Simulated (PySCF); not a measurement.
# CeCl₂+: ligand-field states, part 2 of 2

PySCF 2.14.0. Atoms count from 0. The steps go on from the part before.

## Step 5: Ligand-field states: state-averaged CASSCF (bond angle at 150°)

Job settings and geometry (Å):

```
{"job": {"kind": "lf", "basis": {"metal": "x2c-TZVPall", "ligand": "x2c-SVPall"}, "nevpt": true, "reuse": true}, "charge": 1, "metal": "Ce", "open_shell": "f1"}
Ce     0.000000     0.000000     0.000000
Cl     0.641871     0.000000     2.395496
Cl     0.641871     0.000000    -2.395496
```

With the program's defaults for keys left out, this is: state-averaged CASSCF of the metal f shell, SC-NEVPT2 on the averaged canonical orbitals, state-interaction spin-orbit coupling.

What it wrote:

```text
basis functions 140, electrons 91, active (1e, 7o)
start from the orbitals of the previous structure
stage 1: DIIS on the effective Fock matrix, level shift 0.30
cycle   1  E = -9777.4534204735  dE = -9.777e+03  max|g| = 9.438e+00
cycle   2  E = -9778.1008736487  dE = -6.475e-01  max|g| = 3.840e-01
cycle   3  E = -9778.1494574561  dE = -4.858e-02  max|g| = 1.508e-01
cycle   4  E = -9778.1217156353  dE =  2.774e-02  max|g| = 2.546e-01
cycle   5  E = -9778.1081416754  dE =  1.357e-02  max|g| = 2.712e-01
cycle   6  E = -9778.0852348677  dE =  2.291e-02  max|g| = 3.024e-01
cycle   7  E = -9778.0202579619  dE =  6.498e-02  max|g| = 4.613e-01
cycle   8  E = -9777.8940244542  dE =  1.262e-01  max|g| = 6.894e-01
cycle   9  E = -9777.5716875805  dE =  3.223e-01  max|g| = 1.045e+00
cycle  10  E = -9776.8760691174  dE =  6.956e-01  max|g| = 1.671e+00
cycle  11  E = -9775.1719475333  dE =  1.704e+00  max|g| = 3.208e+00
cycle  12  E = -9771.5394069712  dE =  3.633e+00  max|g| = 5.333e+00
cycle  13  E = -9763.8427156293  dE =  7.697e+00  max|g| = 8.119e+00
cycle  14  E = -9754.0798268366  dE =  9.763e+00  max|g| = 8.393e+00
cycle  15  E = -9749.4568888804  dE =  4.623e+00  max|g| = 7.534e+00
stage 2: quasi-Newton rotations from the point of smallest gradient
cycle  17  E = -9778.1743195924  dE = -2.486e-02  max|g| = 3.968e-02
cycle  18  E = -9778.1773660481  dE = -3.046e-03  max|g| = 2.325e-02
cycle  19  E = -9778.1779502847  dE = -5.842e-04  max|g| = 3.710e-03
cycle  20  E = -9778.1779978989  dE = -4.761e-05  max|g| = 1.430e-03
cycle  21  E = -9778.1780031480  dE = -5.249e-06  max|g| = 5.683e-04
cycle  22  E = -9778.1780041643  dE = -1.016e-06  max|g| = 1.781e-04
cycle  23  E = -9778.1780044457  dE = -2.814e-07  max|g| = 1.302e-04
cycle  24  E = -9778.1780045556  dE = -1.098e-07  max|g| = 1.013e-04
cycle  25  E = -9778.1780045921  dE = -3.652e-08  max|g| = 4.697e-05
cycle  26  E = -9778.1780045997  dE = -7.671e-09  max|g| = 2.097e-05
cycle  27  E = -9778.1780046014  dE = -1.686e-09  max|g| = 7.359e-06
converged average energy = -9778.1780046014

 mult deg   label        CASSCF/cm-1   NEVPT2/cm-1
   2   1   2B2                 0.0           0.0
   2   1   2A1                 0.0           0.0
   2   1   2B1               840.1         885.2
   2   1   2A2               841.2         888.7
   2   1   2B2              1886.4        2025.0
   2   1   2A1              2076.4        2192.4
   2   1   2B1              2961.4        3201.1

spin-orbit levels / cm-1
      0.00  x2  2A1 0.46 2B2 0.46 2B1 0.04
   1035.11  x2  2B1 0.43 2A2 0.43 2B2 0.08
   2240.55  x2  2A1 0.50 2B2 0.50
   2352.68  x2  2B2 0.40 2A1 0.36 2B1 0.24
   3035.52  x2  2B1 0.46 2A2 0.46 2B2 0.04
   4109.83  x2  2A1 0.43 2B2 0.43 2A2 0.07
   5098.26  x2  2B1 0.76 2A1 0.14 2B2 0.10
```

Wall time 20 s (1 thread of Arm Neoverse N1, shared host); peak memory 0.37 GiB.

Warnings kept with the result: spin Hamiltonian not valid, low-lying orbital states.

From this job:

```csv
quantity,value
spin-orbit constant ζ,670 cm⁻¹
```

Powder susceptibility:

```csv
T (K),χT (cm³ K/mol),μ(eff)
2,0.540,2.08
20,0.547,2.09
100,0.579,2.15
300,0.655,2.29
```

## Step 6: Ligand-field states: state-averaged CASSCF (bond angle at 135°)

Job settings and geometry (Å):

```
{"job": {"kind": "lf", "basis": {"metal": "x2c-TZVPall", "ligand": "x2c-SVPall"}, "nevpt": true, "reuse": true}, "charge": 1, "metal": "Ce", "open_shell": "f1"}
Ce     0.000000     0.000000     0.000000
Cl     0.949055     0.000000     2.291221
Cl     0.949055     0.000000    -2.291221
```

Method: state-averaged CASSCF of the metal f shell, SC-NEVPT2 on the averaged canonical orbitals, state-interaction spin-orbit coupling.

What it wrote:

```text
basis functions 140, electrons 91, active (1e, 7o)
start from the orbitals of the previous structure
stage 1: DIIS on the effective Fock matrix, level shift 0.30
cycle   1  E = -9776.7722108588  dE = -9.777e+03  max|g| = 1.487e+01
cycle   2  E = -9778.0268321859  dE = -1.255e+00  max|g| = 5.400e-01
cycle   3  E = -9778.0755025419  dE = -4.867e-02  max|g| = 4.619e-01
cycle   4  E = -9778.1557525092  dE = -8.025e-02  max|g| = 1.405e-01
cycle   5  E = -9778.1251985959  dE =  3.055e-02  max|g| = 2.740e-01
cycle   6  E = -9778.1340807573  dE = -8.882e-03  max|g| = 2.445e-01
cycle   7  E = -9778.1526076279  dE = -1.853e-02  max|g| = 2.019e-01
cycle   8  E = -9778.1728643747  dE = -2.026e-02  max|g| = 1.209e-01
cycle   9  E = -9778.1762275905  dE = -3.363e-03  max|g| = 8.469e-02
cycle  10  E = -9778.1619759864  dE =  1.425e-02  max|g| = 1.989e-01
cycle  11  E = -9778.0899424387  dE =  7.203e-02  max|g| = 4.457e-01
cycle  12  E = -9777.7543227219  dE =  3.356e-01  max|g| = 1.112e+00
cycle  13  E = -9776.2628302754  dE =  1.491e+00  max|g| = 2.192e+00
cycle  14  E = -9772.4477600329  dE =  3.815e+00  max|g| = 5.038e+00
cycle  15  E = -9766.5781400254  dE =  5.870e+00  max|g| = 6.792e+00
stage 2: quasi-Newton rotations from the point of smallest gradient
cycle  17  E = -9778.1824368995  dE = -6.209e-03  max|g| = 1.907e-02
cycle  18  E = -9778.1831629132  dE = -7.260e-04  max|g| = 7.065e-03
cycle  19  E = -9778.1832276057  dE = -6.469e-05  max|g| = 1.343e-03
cycle  20  E = -9778.1832313227  dE = -3.717e-06  max|g| = 4.031e-04
cycle  21  E = -9778.1832319336  dE = -6.109e-07  max|g| = 1.657e-04
cycle  22  E = -9778.1832321067  dE = -1.731e-07  max|g| = 1.030e-04
cycle  23  E = -9778.1832321659  dE = -5.921e-08  max|g| = 8.038e-05
cycle  24  E = -9778.1832321846  dE = -1.872e-08  max|g| = 3.580e-05
cycle  25  E = -9778.1832321883  dE = -3.711e-09  max|g| = 1.446e-05
cycle  26  E = -9778.1832321891  dE = -7.803e-10  max|g| = 1.133e-05
cycle  27  E = -9778.1832321894  dE = -2.565e-10  max|g| = 4.615e-06
converged average energy = -9778.1832321894

 mult deg   label        CASSCF/cm-1   NEVPT2/cm-1
   2   1   2A1                 0.0           0.0
   2   1   2B2                 0.1           0.3
   2   1   2B1               765.3         804.3
   2   1   2A2               770.7         819.0
   2   1   2B2              1509.1        1622.8
   2   1   2A1              1867.4        1940.5
   2   1   2B1              2334.5        2534.6

spin-orbit levels / cm-1
      0.00  x2  2A1 0.46 2B2 0.46 2B1 0.04
    924.34  x2  2B1 0.42 2A2 0.41 2B2 0.11
   1946.74  x2  2B2 0.36 2A1 0.34 2B1 0.29
   2247.61  x2  2B2 0.50 2A1 0.50
   2975.11  x2  2B1 0.46 2A2 0.45 2B2 0.04
   3815.98  x2  2B2 0.44 2A1 0.38 2A2 0.08
   4535.96  x2  2B1 0.69 2A1 0.22 2B2 0.08
```

It took 20 s on 1 thread of Arm Neoverse N1, shared host; peak memory 0.37 GiB.

Warnings kept with the result: spin Hamiltonian not valid, low-lying orbital states.

Key values:

```csv
quantity,value
spin-orbit constant ζ,670 cm⁻¹
```

Powder susceptibility:

```csv
T (K),χT (cm³ K/mol),μ(eff)
2,0.542,2.08
20,0.549,2.10
100,0.584,2.16
300,0.664,2.31
```

## Step 7: Ligand-field states: state-averaged CASSCF (bond angle at 120°)

Job settings and geometry (Å):

```
{"job": {"kind": "lf", "basis": {"metal": "x2c-TZVPall", "ligand": "x2c-SVPall"}, "nevpt": true, "reuse": true}, "charge": 1, "metal": "Ce", "open_shell": "f1"}
Ce     0.000000     0.000000     0.000000
Cl     1.240000     0.000000     2.147743
Cl     1.240000     0.000000    -2.147743
```

With the program's defaults for keys left out, this is: state-averaged CASSCF of the metal f shell, SC-NEVPT2 on the averaged canonical orbitals, state-interaction spin-orbit coupling.

What it wrote:

```text
basis functions 140, electrons 91, active (1e, 7o)
start from the orbitals of the previous structure
stage 1: DIIS on the effective Fock matrix, level shift 0.30
cycle   1  E = -9776.7696781338  dE = -9.777e+03  max|g| = 1.661e+01
cycle   2  E = -9778.0315519847  dE = -1.262e+00  max|g| = 5.323e-01
cycle   3  E = -9778.0869303574  dE = -5.538e-02  max|g| = 3.962e-01
cycle   4  E = -9778.1522847644  dE = -6.535e-02  max|g| = 1.683e-01
cycle   5  E = -9778.1369118853  dE =  1.537e-02  max|g| = 2.151e-01
cycle   6  E = -9778.1485186344  dE = -1.161e-02  max|g| = 1.868e-01
cycle   7  E = -9778.1608311560  dE = -1.231e-02  max|g| = 1.732e-01
cycle   8  E = -9778.1745986778  dE = -1.377e-02  max|g| = 1.176e-01
cycle   9  E = -9778.1705388039  dE =  4.060e-03  max|g| = 1.499e-01
cycle  10  E = -9778.1499841922  dE =  2.055e-02  max|g| = 2.310e-01
cycle  11  E = -9778.0844036376  dE =  6.558e-02  max|g| = 4.125e-01
cycle  12  E = -9777.8700302536  dE =  2.144e-01  max|g| = 8.532e-01
cycle  13  E = -9776.5044283564  dE =  1.366e+00  max|g| = 2.478e+00
cycle  14  E = -9771.8518190691  dE =  4.653e+00  max|g| = 5.307e+00
cycle  15  E = -9764.3684470506  dE =  7.483e+00  max|g| = 7.805e+00
stage 2: quasi-Newton rotations from the point of smallest gradient
cycle  17  E = -9778.1846440878  dE = -1.005e-02  max|g| = 2.784e-02
cycle  18  E = -9778.1859183747  dE = -1.274e-03  max|g| = 1.112e-02
cycle  19  E = -9778.1860269234  dE = -1.085e-04  max|g| = 1.350e-03
cycle  20  E = -9778.1860318459  dE = -4.923e-06  max|g| = 3.816e-04
cycle  21  E = -9778.1860325027  dE = -6.568e-07  max|g| = 1.915e-04
cycle  22  E = -9778.1860326321  dE = -1.294e-07  max|g| = 7.509e-05
cycle  23  E = -9778.1860326748  dE = -4.272e-08  max|g| = 5.164e-05
cycle  24  E = -9778.1860326893  dE = -1.452e-08  max|g| = 3.366e-05
cycle  25  E = -9778.1860326928  dE = -3.442e-09  max|g| = 1.563e-05
cycle  26  E = -9778.1860326934  dE = -6.276e-10  max|g| = 5.227e-06
converged average energy = -9778.1860326934

 mult deg   label        CASSCF/cm-1   NEVPT2/cm-1
   2   1   2A1                 0.0           0.0
   2   1   2B2                 0.5           1.8
   2   1   2B1               655.0         686.7
   2   1   2A2               675.6         726.7
   2   1   2B2              1092.1        1186.5
   2   1   2A1              1605.2        1646.8
   2   1   2B1              1733.8        1904.7

spin-orbit levels / cm-1
      0.00  x2  2A1 0.46 2B2 0.46 2B1 0.04
    768.78  x2  2B1 0.41 2A2 0.38 2B2 0.18
   1520.88  x2  2A1 0.34 2B1 0.33 2B2 0.29
   2256.96  x2  2B2 0.50 2A1 0.50
   2892.39  x2  2B1 0.47 2A2 0.43 2B2 0.04
   3469.16  x2  2B2 0.48 2A1 0.27 2A2 0.11
   4026.49  x2  2B1 0.60 2A1 0.35 2B2 0.04
```

It took 19 s on 1 thread of Arm Neoverse N1, shared host; peak memory 0.37 GiB.

Warnings kept with the result: spin Hamiltonian not valid, low-lying orbital states.

In short:

```csv
quantity,value
spin-orbit constant ζ,669 cm⁻¹
```

Powder susceptibility:

```csv
T (K),χT (cm³ K/mol),μ(eff)
2,0.544,2.08
20,0.552,2.10
100,0.592,2.17
300,0.680,2.33
```

## Step 8: Ligand field across the series

From the NEVPT2 states (cm⁻¹; the spread is that of the fitted one-electron ligand-field levels):

```csv
step,setting,ground state,next state,orbital spread,ζ,"μ(eff), 300 K"
2,as given,2Phiu,2Deltau at 948,3984,671,2.28
3,bond angle at 170,2B2,2A1 at 0,3880,671,2.28
4,bond angle at 160,2B2,2A1 at 0,3597,671,2.28
5,bond angle at 150,2B2,2A1 at 0,3201,670,2.29
6,bond angle at 135,2A1,2B2 at 0,2535,670,2.31
7,bond angle at 120,2A1,2B2 at 2,1905,669,2.33
```

## Step 9: What came out

The summary covers parts 1 to 2.

```
                                                         quantity       value
            spin-orbit constant ζ (step 2, state-averaged CASSCF)    671 cm⁻¹
ground multiplicity, μ(eff) at 300 K (step 2, 2 donors at 2.48 Å)  2, 2.28 μB
ground multiplicity, μ(eff) at 300 K (step 3, 2 donors at 2.48 Å)  2, 2.28 μB
ground multiplicity, μ(eff) at 300 K (step 4, 2 donors at 2.48 Å)  2, 2.28 μB
ground multiplicity, μ(eff) at 300 K (step 5, 2 donors at 2.48 Å)  2, 2.29 μB
ground multiplicity, μ(eff) at 300 K (step 6, 2 donors at 2.48 Å)  2, 2.31 μB
ground multiplicity, μ(eff) at 300 K (step 7, 2 donors at 2.48 Å)  2, 2.33 μB
```

What this shows: In step 2, χT goes from 0.54 at 2 K to 0.65 cm³ K/mol at 300 K, as higher levels fill or mix in. The spread of the ligand-field levels runs from 1905 cm⁻¹ (bond angle at 120) to 3984 cm⁻¹ (as given); μ(eff) at 300 K: 2.28 to 2.33 μB.
